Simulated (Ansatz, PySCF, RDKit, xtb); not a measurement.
# Si2NHClF: from the formula to a structure

Given the formula Si2NHClF and nothing else, which arrangement of the atoms is the most stable in the gas at 298.15 K, and what are its properties?

The funnel: GFN2-xTB relaxations, single points with a density functional, relaxations at B3LYP-D3(BJ)/def2-SVP, harmonic vibrations, and a last energy at a higher level. All values are calculated.

10 further runs of the same task are left out: 10 set aside as unsound or not needed.

## Step 1: Drawing up candidates

All bonding patterns within simple valence rules are listed by program: one Lewis structure each, at most two rings and one unusual centre or charged pair. O–O, O–halogen and N–halogen bonds and N–N–N chains are not drawn. That gives 29 candidates.

c030 F/[Si](Cl)=N/[SiH]; c149 F/[SiH]=N/[Si]Cl (triplet); c189 F[Si@]1(Cl)N=[SiH]1; c190 F[Si@]1(Cl)N[Si]1; c224 N=[Si](Cl)[Si]F (triplet); c290 F[Si]1=[Si](Cl)N1; c300 N#[Si-](F)[SiH+]Cl; c380 N=[Si](Cl)[Si]F; c384 F/[SiH]=N\[Si]Cl (triplet); c435 F/[SiH]=N/[Si]Cl; c488 F/[Si](Cl)=N\[SiH]; c496 N#[Si][Si@H](F)Cl; c519 F[Si@H](Cl)N=[Si]; c523 F/[Si](Cl)=N/[SiH] (triplet); c566 N=[Si](F)[Si]Cl (triplet); c587 F[Si]/N=[SiH]\Cl; c601 F[Si@H](Cl)N=[Si] (triplet); c611 F[Si]/N=[SiH]/Cl; c624 N=[Si]=[Si](F)Cl; c641 F[Si]/N=[SiH]\Cl (triplet); c687 F[Si@]1(Cl)N[Si]1 (triplet); c750 F[Si]1=N[Si@@H]1Cl; c869 N#[Si-](Cl)[SiH+]F; c876 F/[Si](Cl)=N\[SiH] (triplet); c908 F[Si@@H]1N=[Si]1Cl; c943 N#[SiH-][Si+](F)Cl; c981 F/[SiH]=N\[Si]Cl; c986 F[Si]/N=[SiH]/Cl (triplet); c995 N=[Si](F)[Si]Cl.

Candidates are built by distance geometry, with a force field where one applies, in up to four conformers (letters a to d). 5 starts with atoms placed at random are added, to find patterns that the rules miss.

**Question.** With final energies at CCSD(T)/def2-SVP + MP2/def2-TZVPP - MP2/def2-SVP, which structure will this search put lowest in free energy, and by what margin?

| quantity | value |
| --- | --- |
| lowest structure found | F[Si@H](Cl)N=[Si], singlet, C1 |
| next finalist | [F][Si][NH][Si][Cl] ‡, singlet, 21.8 kcal/mol higher in G |
| share at equilibrium, among the finalists | 100.0 % |
| harmonic wavenumbers, lowest and highest (B3LYP-D3(BJ)/def2-SVP) | 84 and 2304 cm⁻¹ |
| rotational constants, same geometry | 0.1358, 0.04732, 0.03732 cm⁻¹ |
| dipole moment (PBE0/def2-TZVPD) | 3.60 D |
| HOMO energy (PBE0/def2-TZVPD) | -8.68 eV |
| LUMO energy (PBE0/def2-TZVPD) | -2.28 eV |
| HOMO–LUMO gap (PBE0/def2-TZVPD) | 6.40 eV |
| lowest excitation (TD-B3LYP/def2-SVPD) | 4.71 eV (f = 0.000) |
| strongest of the states computed, same level | 6.29 eV (f = 0.106) |
| lowest triplet excitation, same level, Tamm-Dancoff | 4.03 eV |
| vertical ionisation energy | 10.54 eV |
| vertical electron affinity | 0.52 eV |
| vertical triplet less singlet | +4.05 eV |

`F[Si@H](Cl)N=[Si]` comes out lowest. Among the finalists first place is clear (21.8 kcal/mol); structures outside the list aren't covered. B3LYP-D3(BJ)/def2-SVP, HF/def2-SVP and MP2/def2-SVP already put its bonding pattern lowest among the structures in one piece. One minimum inside the window was never screened. Lowest found is not proven lowest: the search is finite, and each finalist counts with one conformer. Patterns outside the rules of the enumeration were met only by chance. The lowest isomer need not be the one that is made and kept in a bottle, which depends on barriers.

‡ marks the bonded skeleton alone, with all bonds drawn single: no Lewis structure was assigned that passes a check against the bond lengths.
